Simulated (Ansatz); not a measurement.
# Si2W: a line through a two-coordinate scan

An exercise on one series of results from a longer session: the logs are not shown, and one member is left open.

Program: Ansatz 0.2.0. Level of theory: DFT PBE, scalar-relativistic, plane waves, PAW. These are calculated values, not measurements.

15 further runs of the same task are left out: 15 set aside as unsound or not needed.

### The system as given

The structure is tetragonal, space group I4/mmm (No. 139). The conventional cell has a = 3.229 Å, b = 3.229 Å, c = 7.867 Å, α = 90.00°, β = 90.00°, γ = 90.00°. Around Si (site symmetry 4mm) lie 5 Si at 2.60 to 2.64 Å and 5 W at 2.63 Å. Around W (site symmetry 4/mmm) lie 10 Si at 2.63 Å.

Structure file:

```cif
data_structure
_symmetry_space_group_name_H-M 'I4/mmm'
_symmetry_Int_Tables_number 139
_cell_length_a 3.2293
_cell_length_b 3.2293
_cell_length_c 7.8672
_cell_angle_alpha 90.000
_cell_angle_beta 90.000
_cell_angle_gamma 90.000
_cell_volume 82.04
loop_
_atom_site_label
_atom_site_type_symbol
_atom_site_symmetry_multiplicity
_atom_site_Wyckoff_symbol
_atom_site_fract_x
_atom_site_fract_y
_atom_site_fract_z
_atom_site_occupancy
Si1 Si 4 e 0.00000 0.00000 0.33457 1
W1 W 2 a 0.00000 0.00000 0.00000 1
```

This cell was relaxed beforehand with the same method: volume 13.67 Å³/atom, gap on the mesh none (metal).

### The scan

The energy is mapped over volume and the cell's shape.

The axes are (1) volume per atom: 7 values from 12.03 to 15.31 Å³; (2) c/a of the conventional cell: 7 values from 2.031 to 2.922.

Nothing else is relaxed (fractional coordinates fixed). Energies count from the relaxed crystal. Points are written as (first, second).

The first run:

input.yaml

```yaml
crystal:
  lattice:
    - [-1.6111449771, 1.6111449771, 3.4766897461]
    - [1.6111449771, -1.6111449771, 3.4766897461]
    - [1.6111449771, 1.6111449771, -3.4766897461]
  atoms:
    - { symbol: Si, position: [0.3345726944, 0.3345726944, 0.0] }
    - { symbol: Si, position: [0.6654273056, 0.6654273056, 0.0] }
    - { symbol: W, position: [0.0, 0.0, 0.0] }
basis:
  ecutwfc: 420
kpoints:
  mp_grid: { grid: [18, 18, 18] }
hamiltonian:
  xc: pbe
  pseudopotentials: { kind: paw, azcp: { folder: soft_1 } }
scf:
  occupations: { method: gaussian, width: 0.15 }
output:
  forces: true
  stress: true
  eigenvalues: true
```

On the command line:

```
$ ansatz run input.yaml --threads 2 --pin off --max-ram 4096MiB --backend cpu --events-out ev --progress --plain --runs-dir out
```

Among the steps run: The run at (12.03 Å³, 2.158); The run at (13.13 Å³, 2.158); Point (13.67 Å³, 2.158); The run at (14.22 Å³, 2.158); Point (14.77 Å³, 2.158); Grid point (15.31 Å³, 2.158).

One table of the session follows, with a row left open; its other results are not shown here.

```
volume per atom (Å³)  energy (meV/atom)  slope (meV/atom per Å³)  pressure (GPa)  largest force on an atom (eV/Å)
               12.03                444                     −290              47                            0.099
               12.58                314                     −190              30                            0.129
               13.13                233                     −108              17                            0.156
               13.67                  ?                        ?               ?                                ?
               14.22                185                       12              −2                            0.201
               14.77                204                       56              −9                            0.221
               15.31                245                       91             −15                            0.238
```

Estimate the missing values for volume per atom (Å³) = 13.67.

Worked estimate for «energy (meV/atom)». A straight line through the neighbours (13.13, 233) and (14.22, 185) gives 233 + (185 − 233) × (13.67 − 13.13) / (14.22 − 13.13) = 209; a parabola fitted to 4 rows on both sides gives 193.

**Answer.** energy (meV/atom): 193; slope (meV/atom per Å³): −42; pressure (GPa): 7; largest force on an atom (eV/Å): 0.180. In «energy (meV/atom)» the line misses by +16 and the parabola by +0.

Energies count from the relaxed crystal. Rows without a step come from runs not printed here or follow by symmetry. Slopes come from the forces (and the stress, where the cell changes), not from differences of energies.

Along the line the energy is lowest at 14.22 Å³, 185 meV/atom from the zero. V·d²E/dV² there is about 210 GPa, a bulk modulus under this line's constraint. The highest point computed, at 12.03 Å³, lies 259 meV/atom above the lowest. With the other coordinates free, the energies away from the reference would be the same or lower.
